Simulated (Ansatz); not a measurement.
Here is an Ansatz input file for AlAsClFH₄Si, SMILES F[Si]([AlH2])(Cl)[AsH2]. Write the same calculation for the Python package.

```yaml
crystal:
  periodic: [false, false, false]
  atoms:
    - { symbol: F, position_ang: [-1.3543, -1.4886, 1.3609] }
    - { symbol: Si, position_ang: [-0.929, -0.4038, 0.1122] }
    - { symbol: Al, position_ang: [0.463, 1.2665, 0.9796] }
    - { symbol: Cl, position_ang: [-2.5402, 0.5121, -0.7365] }
    - { symbol: As, position_ang: [0.2105, -1.6087, -1.5352] }
    - { symbol: H, position_ang: [0.0859, 2.8198, 0.8762] }
    - { symbol: H, position_ang: [1.8969, 0.8525, 1.6967] }
    - { symbol: H, position_ang: [0.7741, -0.276, -2.1989] }
    - { symbol: H, position_ang: [1.4815, -1.7201, -0.5719] }
basis:
  gaussian:
    orbitals: def2-SVP
correlation:
  method: mp2
output:
  forces: true
```

The script, `deck_alasclfh4si.py`:
```python
# -*- coding: utf-8 -*-
"""Run AlAsClFH4Si from an input written out key by key."""

import ansatz as az
import numpy as np

deck = {
    "crystal": {
        "periodic": [False, False, False],
        "atoms": [
            {"symbol": "F", "position_ang": [-1.3543, -1.4886, 1.3609]},
            {"symbol": "Si", "position_ang": [-0.929, -0.4038, 0.1122]},
            {"symbol": "Al", "position_ang": [0.463, 1.2665, 0.9796]},
            {"symbol": "Cl", "position_ang": [-2.5402, 0.5121, -0.7365]},
            {"symbol": "As", "position_ang": [0.2105, -1.6087, -1.5352]},
            {"symbol": "H", "position_ang": [0.0859, 2.8198, 0.8762]},
            {"symbol": "H", "position_ang": [1.8969, 0.8525, 1.6967]},
            {"symbol": "H", "position_ang": [0.7741, -0.276, -2.1989]},
            {"symbol": "H", "position_ang": [1.4815, -1.7201, -0.5719]},
        ],
    },
    "basis": {"gaussian": {"orbitals": "def2-SVP"}},
    "correlation": {"method": "mp2"},
    "output": {"forces": True},
}
session = az.Session.from_dict(deck)
rep = session.plan(threads=1).execute().report

for key in ("converged", "free_energy_ev", "reference_energy_ev", "n_frozen", "n_occupied", "n_virtual"):
    print(f"{key:22s} {rep[key]}")
symbols = ["F", "Si", "Al", "Cl", "As", "H", "H", "H", "H"]
parts = rep["correlation"]
for name in ("random_phase", "coupled_cluster", "perturbative"):
    if name in parts:
        print(f"{name:16s} {parts[name]['energy']['hartree']:12.7f} Ha")
if "second_order" in parts:
    pair = parts["second_order"]
    print(f"MP2 same spin {pair['same_spin']['hartree']:.7f} Ha, opposite spin {pair['opposite_spin']['hartree']:.7f} Ha")

print("forces (eV/A)")
for symbol, f in zip(symbols, rep["forces_ev_ang"]):
    print(f"  {symbol:2s} {f[0]:9.4f} {f[1]:9.4f} {f[2]:9.4f}")
charges = rep["charge_distribution"]
print("dipole moment", round(4.803205 * float(np.linalg.norm(charges["dipole_moment_e_ang"])), 3), "D")
print("Mulliken:", [(s, round(q, 3)) for s, q in zip(symbols, charges["mulliken_charges_e"])])
```

Output of `python deck_alasclfh4si.py`:
```text
converged              True
free_energy_ev         -90516.9075806552
reference_energy_ev    -90497.56576054444
n_frozen               25
n_occupied             [20, 20]
n_virtual              [75, 75]
MP2 same spin -0.1856595 Ha, opposite spin -0.5251393 Ha
forces (eV/A)
  F     0.1963    1.0836   -1.5481
  Si   -0.2856   -1.4662    1.4599
  Al    1.4689    1.0441    1.1108
  Cl   -0.6680   -0.0542   -0.2139
  As    1.6420    0.4204   -0.0922
  H     0.0798   -0.3088   -0.0494
  H    -0.7976    0.1894   -0.4488
  H    -0.5373   -0.9777    0.6052
  H    -1.0985    0.0694   -0.8235
dipole moment 1.344 D
Mulliken: [('F', -0.407), ('Si', 0.594), ('Al', 0.589), ('Cl', -0.255), ('As', -0.111), ('H', -0.199), ('H', -0.209), ('H', -0.013), ('H', 0.01)]
```

Caveats:
- Total energies depend on the basis set; only differences at equal settings carry meaning.
- The geometry is a force-field or estimated start, not a minimum of this method, and the basis set is short of its limit.
- Finished in 8.9 s on 1 thread of Arm Neoverse V1, on a shared host, peak memory 0.36 GiB.

(Lines on the test bed's own set-up are left out of the output.)
